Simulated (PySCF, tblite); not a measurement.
# C6H10O2: geometry, infrared bands and NMR shifts

Wanted: the infrared bands and NMR shifts of C6H10O2 (`C/C=C/[C@@H]1OC[C@H]1O`), by calculation.

Computed with tblite 0.8.0 and PySCF 2.14.0, with density-fitted response routines of our own, on a single molecule in the gas phase. Atoms count from 0, in the outputs and in this text.

## 1. The molecule as given

18 atoms, charge 0, multiplicity 1; geometry from: force field or distance geometry start.

Bonds of the start (Å): C0–C1 1.51, C1–C2 1.34, C2–C3 1.50, C3–O4 1.47, O4–C5 1.45, C5–C6 1.54, C6–O7 1.44, C6–C3 1.55, C0–H8 1.10, C0–H9 1.09, C0–H10 1.09, C1–H11 1.08, C2–H12 1.09, C3–H13 1.09, C5–H14 1.09, C5–H15 1.09, C6–H16 1.09, O7–H17 0.97.

## 2. Relaxing the molecule with GFN2-xTB

What the job is given:

```
{"job": {"kind": "relax", "xc": "GFN2-xTB", "basis": "xTB"}, "charge": 0, "multiplicity": 1}
C      3.065900    -0.465700    -0.094800
C      1.694800     0.159500    -0.193100
C      0.731900    -0.066000     0.713200
C     -0.600900     0.604800     0.551200
O     -1.557300     0.261500     1.610900
C     -2.369600    -0.487500     0.665600
C     -1.537300     0.011500    -0.527900
O     -2.177300     0.951600    -1.416500
H      3.165000    -1.114500     0.783100
H      3.248700    -1.064000    -0.983400
H      3.816300     0.318100    -0.032400
H      1.524800     0.810700    -1.031400
H      0.866300    -0.707100     1.579800
H     -0.492200     1.687600     0.496100
H     -2.314000    -1.553600     0.865000
H     -3.410900    -0.159400     0.699800
H     -1.107500    -0.810700    -1.103900
H     -2.555700     1.629500    -0.839500
```

The run is started by

```bash
$ OMP_NUM_THREADS=1 python probes_run.py task.json out
```

The driver reads the jobs from task.json and runs them one after another.

**Question.** This job is followed by: GFN2-xTB harmonic vibrations, gas phase; GIAO PBE0/pcSseg-1 NMR shielding, non-relativistic, gas phase. What will the session give for the following? strongest single infrared mode (GFN2-xTB); zero-point energy (GFN2-xTB); ¹³C shifts against TMS (PBE0/pcSseg-1); ¹H shifts against TMS (PBE0/pcSseg-1, means over atoms taken as alike); ¹⁷O shifts against H2O (PBE0/pcSseg-1); surface potential, 1st and 99th percentile.

**Answer**, as computed:

| quantity | value |
| --- | --- |
| strongest single infrared mode (GFN2-xTB) | 1353 cm⁻¹, 122 km/mol |
| zero-point energy (GFN2-xTB) | 92.8 kcal/mol |
| ¹³C shifts against TMS (PBE0/pcSseg-1) | 144.2, 131.2, 96.5, 82.2, 81.9, 22.4 ppm |
| ¹H shifts against TMS (PBE0/pcSseg-1, means over atoms taken as alike) | 6.33, 5.83, 5.14, 4.94, 4.35, 4.21, 1.90, 1.11 ppm |
| ¹⁷O shifts against H2O (PBE0/pcSseg-1) | 78.5, 23.0 ppm |
| surface potential, 1st and 99th percentile | -1.57 V and 2.07 V |

In words: The optimisation took 73 steps and gained 0.163 eV; among the close pairs (by a distance rule), C6–O7 changed most, from 1.443 to 1.389 Å. The lowest mode is imaginary (47i cm⁻¹), so the xTB geometry is not a minimum. The strongest single mode, at 1353 cm⁻¹, has its largest shares on H16, C6 and H17 (the list is cut at 3 atoms). GFN2-xTB is a fitted tight-binding method: band positions and strengths are rough. Its intensities can rank the bands wrongly. At PBE0/pcSseg-1: Shielding is most anisotropic at C1 (span 222 ppm, paramagnetic term -202 ppm).
